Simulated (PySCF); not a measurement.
# KLi+: bond curves at several levels of theory

One table from this session's results is given with a row withheld; the runs are named, their logs left out.

Method: K 6-31G(d,p), Li 6-31G(d,p), no relativity; program: PySCF 2.14.0.

The first run:

A driver script around PySCF takes these settings:

```json
{
  "atoms": "K, Li",
  "charge": "1",
  "basis": "K 6-31G(d,p), Li 6-31G(d,p)",
  "Hamiltonian": "no relativity",
  "basis functions": "46",
  "electrons treated": "21",
  "masses in u": "38.9637, 7.0160",
  "levels": "PBE0, PBE, r²SCAN, revPBE, BLYP, HF, MP2, SCS-MP2, CCSD, CCSD(T)",
  "grid": "80 radial by 434 angular points",
  "occupations": "held fixed by the projection of orbital angular momentum",
  "dissociation limit": "K+ + Li, each in its ground configuration",
  "starting distance in angstrom": "3.330",
  "values of 2S to try": "1, 3"
}
```

Launch:

```
$ OMP_NUM_THREADS=1 python dia.py task.json out
```

Steps of the session up to this table: Set-up; The PBE0 curve of the state that the search chose; PBE; r²SCAN (meta-GGA); revPBE; BLYP; UHF; Correlated methods on the Hartree–Fock reference.

One of the session's tables, all rows but one given; the rest of the session is left out.

It belongs to the step «The curves together». Energy (eV) from each level's lowest point:

```
R (Å)    UHF  UHF-MP2  UHF-SCS-MP2  UHF-CCSD  UHF-CCSD(T)
3.359  0.148    0.128        0.131       n/a          n/a
3.515  0.080    0.067        0.069     0.066        0.066
3.672      ?        ?            ?         ?            ?
3.789  0.016    0.010        0.011     0.010        0.010
3.906  0.004    0.002        0.002     0.002        0.001
4.023  0.000    0.000        0.000     0.000        0.000
4.179  0.004    0.007        0.006     0.007        0.007
4.375  0.020    0.027        0.026     0.027        0.027
4.609  0.050    0.062        0.060     0.062        0.063
4.922  0.102    0.120        0.117       n/a          n/a
```

Q: Estimate the row for R (Å) = 3.672 from the others.

Worked estimate for «UHF». A straight line through the neighbours (3.515, 0.080) and (3.789, 0.016) gives 0.080 + (0.016 − 0.080) × (3.672 − 3.515) / (3.789 − 3.515) = 0.043; a parabola fitted to 4 rows on both sides gives 0.035.

As computed: UHF: 0.036; UHF-MP2: 0.028; UHF-SCS-MP2: 0.029; UHF-CCSD: 0.028; UHF-CCSD(T): 0.027. In «UHF» the line misses by +0.007 and the parabola by -0.001.
